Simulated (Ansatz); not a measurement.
**Ti: response to strain**

Ti is deformed so: zz strain of +2 %. What stress and forces result, by LAPW, PAW and all-electron datasets made for the crystal?

Program: Ansatz 0.2.0. Level of theory: DFT PBEsol, scalar-relativistic. These are calculated values, not measurements.

## Step 1: Starting point

Symmetry: P6_3/mmc, No. 194, hexagonal system. The conventional cell has a = 2.950 Å, b = 2.950 Å, c = 4.686 Å, α = 90.00°, β = 90.00°, γ = 120.00°. Ti (site symmetry -6m2) is surrounded by 12 Ti at 2.90 to 2.95 Å.

As a file:

```
Ti
1.0
     2.95000    0.00000    0.00000
    -1.47500    2.55477    0.00000
     0.00000    0.00000    4.68600
Ti
2
Direct
  0.33333 0.66667 0.25000
  0.66667 0.33333 0.75000
```

Atoms are numbered in the order of the input: Ti1, Ti2.

## Step 2: After the deformation

Space group P6_3/mmc before, P6_3/mmc after.

## Step 3: All-electron LAPW

input.yaml

```yaml
crystal:
  lattice:
    - [2.9499978604, 0.0, 0.0]
    - [-1.4749989302, 2.5547730882, 0.0]
    - [0.0, 0.0, 4.77972]
  atoms:
    - { symbol: Ti, position: [0.3333333333, 0.6666666667, 0.25] }
    - { symbol: Ti, position: [0.6666666667, 0.3333333333, 0.75] }
kpoints:
  mp_grid: { grid: [13, 13, 7] }
  band_path:
    path:
      - [0.0, 0.0, 0.0]
      - [0.5, 0.0, 0.0]
      - [0.3333333333, 0.3333333333, 0.0]
      - [0.0, 0.0, 0.0]
      - [0.0, 0.0, 0.5]
      - [0.5, 0.0, 0.5]
      - [0.3333333333, 0.3333333333, 0.5]
      - [0.0, 0.0, 0.5]
      - [0.5, 0.0, 0.5]
    npoints: 5
scf:
  occupations: { method: fermi_dirac, width: 0.08 }
hamiltonian:
  xc: pbesol
  pseudopotentials: { kind: all_electron, lapw: { basis_error: 0.0005 } }
output:
  forces: true
  stress: true
  eigenvalues: true
```

Launch:

```
ansatz run input.yaml --threads 1 --pin off --max-ram 3072MiB --backend cpu --events-out ev --progress --plain --runs-dir out
```

## Step 4: Frozen-core PAW

input.yaml

```yaml
crystal:
  lattice:
    - [2.9499978604, 0.0, 0.0]
    - [-1.4749989302, 2.5547730882, 0.0]
    - [0.0, 0.0, 4.77972]
  atoms:
    - { symbol: Ti, position: [0.3333333333, 0.6666666667, 0.25] }
    - { symbol: Ti, position: [0.6666666667, 0.3333333333, 0.75] }
kpoints:
  mp_grid: { grid: [13, 13, 7] }
scf:
  occupations: { method: fermi_dirac, width: 0.08 }
hamiltonian:
  xc: pbesol
  pseudopotentials: { kind: paw }
output:
  forces: true
  stress: true
  eigenvalues: true
  efg: { contact_densities: true }
```

## Step 5: Datasets made for this crystal

Changes to input.yaml since step 4:

```diff
@@ -14,3 +14,3 @@
   xc: pbesol
-  pseudopotentials: { kind: paw }
+  pseudopotentials: { kind: all_electron, datasets: crystal }
 output:
```

(Steps that only read results are left out.)

Before running it: what results should come out? Wanted: pressure; largest shear or deviatoric stress.

As calculated:

| quantity | value |
| --- | --- |
| pressure | LAPW -7.69, PAW -7.68, crystal datasets -7.69 GPa |
| largest shear or deviatoric stress (LAPW) | 1.64 GPa |

What this shows: The largest part of the stress beyond the pressure is 1.64 GPa in size, in the zz component; the atoms are carried along and not relaxed. No run of the undeformed cell stands beside it, so the pressure holds what the given cell had before the change. PAW: stress within 0.01 GPa of LAPW. Crystal datasets: stress within 0.01 GPa of LAPW.
